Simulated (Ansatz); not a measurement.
# CH5FGeOSi: a ladder of functionals and wavefunction methods

One table from this session's results is given with a row withheld; the runs are named, their logs left out.

Computed with Ansatz 0.2.0, Gaussian basis. Level: functionals in def2-TZVPP, the program's frozen cores in correlated methods.

Plan: PBE-D4, r2SCAN-D4, PBE0-D4, B3LYP-D4, ωB97X-V, ωB97M-V, B2PLYP; CCSD(T)/def2-TZVPP; MP2/def2-QZVPP; extrapolation to the limit.

## Structure used throughout

An earlier PBE0-D4 in a triple-zeta def2 set relaxation fixed the geometry.

SMILES `F[CH]1O[SiH2][GeH2]1`, 10 atoms, charge 0, spin multiplicity 1.

Atoms are counted from 1 here; the program's logs count them from 0.

Bond lengths: F1–C2 1.377 Å, C2–O3 1.398 Å, C2–Ge5 2.034 Å, C2–H6 1.093 Å, O3–Si4 1.685 Å, Si4–Ge5 2.366 Å, Si4–H7 1.485 Å, Si4–H8 1.486 Å, Ge5–H9 1.536 Å, Ge5–H10 1.533 Å. Angles: F1–C2–O3 109.3°, F1–C2–Ge5 110.9°, F1–C2–H6 106.9°, O3–C2–Ge5 100.4°, O3–C2–H6 109.7°, Ge5–C2–H6 119.2°, C2–O3–Si4 108.7°, O3–Si4–Ge5 80.5°, O3–Si4–H7 110.2°, O3–Si4–H8 112.5°, Ge5–Si4–H7 120.8°, Ge5–Si4–H8 120.4°, H7–Si4–H8 108.7°, C2–Ge5–Si4 69.1°, C2–Ge5–H9 113.5°, C2–Ge5–H10 115.3°, Si4–Ge5–H9 117.9°, Si4–Ge5–H10 124.1° and more.

As a file:

```
F    -1.9390    0.9439   -0.4865
C    -0.8546    0.8197    0.3528
O    -0.8973   -0.4277    0.9825
Si    0.2649   -1.4260    0.2817
Ge    0.8696    0.6355   -0.7103
H    -0.9386    1.6121    1.1007
H     1.1131   -2.0426    1.3328
H    -0.3357   -2.5087   -0.5402
H     2.0512    1.4060   -0.1016
H     0.7494    0.9366   -2.2088
```

The first run:

File in.yaml:

```yaml
crystal:
  periodic: [false, false, false]
  atoms:
    - {symbol: F, position_ang: [-1.939016, 0.943864, -0.486527]}
    - {symbol: C, position_ang: [-0.854597, 0.819669, 0.352790]}
    - {symbol: O, position_ang: [-0.897273, -0.427714, 0.982529]}
    - {symbol: Si, position_ang: [0.264913, -1.425974, 0.281663]}
    - {symbol: Ge, position_ang: [0.869568, 0.635452, -0.710341]}
    - {symbol: H, position_ang: [-0.938552, 1.612138, 1.100733]}
    - {symbol: H, position_ang: [1.113124, -2.042649, 1.332775]}
    - {symbol: H, position_ang: [-0.335694, -2.508661, -0.540249]}
    - {symbol: H, position_ang: [2.051229, 1.406000, -0.101594]}
    - {symbol: H, position_ang: [0.749398, 0.936574, -2.208780]}
basis:
  gaussian: {orbitals: def2-TZVPP}
hamiltonian: {xc: pbe, dispersion: d4}
output: {forces: true, orbitals: {seedname: orbitals}}
```

Command:

```bash
ansatz run in.yaml --threads 4 --pin off --events-out ev --progress --plain --max-ram 10444MiB
```

Among the steps run: PBE-D4 (GGA); r2SCAN-D4 (meta-GGA); PBE0-D4 (hybrid); B3LYP-D4 (hybrid); ωB97X-V (range-separated); ωB97M-V (range-separated); B2PLYP (double hybrid); CCSD(T) in def2-TZVPP; MP2 in def2-QZVPP.

One table of the session follows, with a row left open; its other results are not shown here.

```
            method  atomisation energy (kcal/mol)
            PBE-D4                          814.9
         r2SCAN-D4                          805.0
           PBE0-D4                          797.0
          B3LYP-D4                          795.7
           ωB97X-V                          808.0
           ωB97M-V                          800.9
            B2PLYP                          788.7
     HF/def2-TZVPP                          557.9
    MP2/def2-TZVPP                          795.5
   CCSD/def2-TZVPP                              ?
CCSD(T)/def2-TZVPP                          781.8
           MP2/CBS                          817.5
       CCSD(T)/CBS                          803.9
```

Q: Estimate the row for CCSD/def2-TZVPP from the others.

**Answer.** atomisation energy (kcal/mol): 767.6. In the column «atomisation energy (kcal/mol)» it lies between HF/def2-TZVPP (557.9) and CCSD(T)/def2-TZVPP (781.8).

Caveats from the session: Free atoms (1 F, 1 C, 1 O, 1 Si, 1 Ge, 5 H) were run apart at each level; the atomisation energy is their sum less the molecule, without zero-point or spin-orbit terms.
